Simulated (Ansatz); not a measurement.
Consider a frozen displacement of one atom of TlCuF3, space group P4/mmm (the Ansatz DFT code, driven from Python).

`tlcuf3.py`
```python
"""Frozen displacement of one atom in TlCuF3."""

import ansatz as az
import numpy as np


def main() -> None:
    vectors = np.array([
        [4.090517, 0.0, 0.0],
        [0.0, 4.090517, 0.0],
        [0.0, 0.0, 4.076329],
    ])
    tlcuf3 = (
        az.Lattice.of(vectors)
        .atom("Tl", (0.5, 0.5, 0.5))
        .atom("Cu", (0.0, 0.0, 0.0))
        .atom("F", (0.0, 0.0, 0.5))
        .atom("F", (0.5, 0.0, 0.0))
        .atom("F", (0.0, 0.5, 0.0))
    )

    inverse = np.linalg.inv(np.array(tlcuf3.lattice.vectors))
    home = np.array(tlcuf3.sites[0].position)
    values = np.linspace(-0.2, 0.2, 5)
    energies, pulls = [], []
    for shift in values:
        moved = tlcuf3.move(0, to=home + shift * inverse[1])
        base = (
            moved.calculation()
            .kpoints(spacing=0.29)
            .functional("pbesol")
            .pseudopotentials("paw")
            .occupations("fermi_dirac")
            .forces()
        )
        data = base.run(threads=1).report
        energies.append(data["free_energy_ev"])
        pulls.append(data["forces_ev_ang"][0][1])

    # the force is minus the slope of the free energy
    print("shift (A)   dE (eV)   force along y (eV/A)")
    for shift, e, f in zip(values, energies, pulls):
        print(f"{shift:8.3f} {e - energies[2]:10.5f} {f:12.4f}")
    print(f"stiffness from energies {2 * np.polyfit(values, energies, 2)[0]:.3f}, from forces {-np.polyfit(values, pulls, 1)[0]:.3f} eV/A^2")


if __name__ == "__main__":
    main()
```

How stiff is this displacement, and do energies and forces agree?

The curvature of the energy gives 1.812 eV/Å² and the slope of the force 1.848 eV/Å², a positive curvature.

What the script printed:

`python tlcuf3.py` gives:
```text
DeckWarning: basis.ecutwfc = 420 eV, auto-derived from the records' recommended cutoffs: set by Tl (normal level)
shift (A)   dE (eV)   force along y (eV/A)
  -0.200    0.03610       0.3734
  -0.100    0.00879       0.1773
   0.000    0.00000       0.0000
   0.100    0.00879      -0.1773
   0.200    0.03610      -0.3734
stiffness from energies 1.812, from forces 1.848 eV/A^2
```
(Warnings from the package without file and line.)

Reading the output:
- The cell holds an odd number of electrons and is run without spin, so a magnetic state may lie lower.
- For a metal this k-point mesh is coarse: on a finer one energies can move by several to tens of meV an atom and pressures by half a GPa or more, differences at one mesh by less.
- Within a few hundredths of an angstrom the cell has the higher group Pm-3m; the lower one is a small distortion.
- In a metal a curvature from energy changes of a few meV or less hangs on mesh and smearing, in size and even in sign.
- Without a Hubbard U or exact exchange, semilocal functionals often make such 3d compounds metallic or too weakly gapped.
- Spin-orbit coupling, which matters for elements this heavy, is left out.
- The structure comes from a database of computed cells and needn't be a stable or known phase.
- All periodic images of the atom move with it, so the curvature is one diagonal element of the zone-centre force constants and no normal mode; a positive value doesn't exclude soft modes in which several atoms move.
- Timing: 110 s on 1 thread of Arm Neoverse N1, on a shared host, peak memory 0.5 GiB.
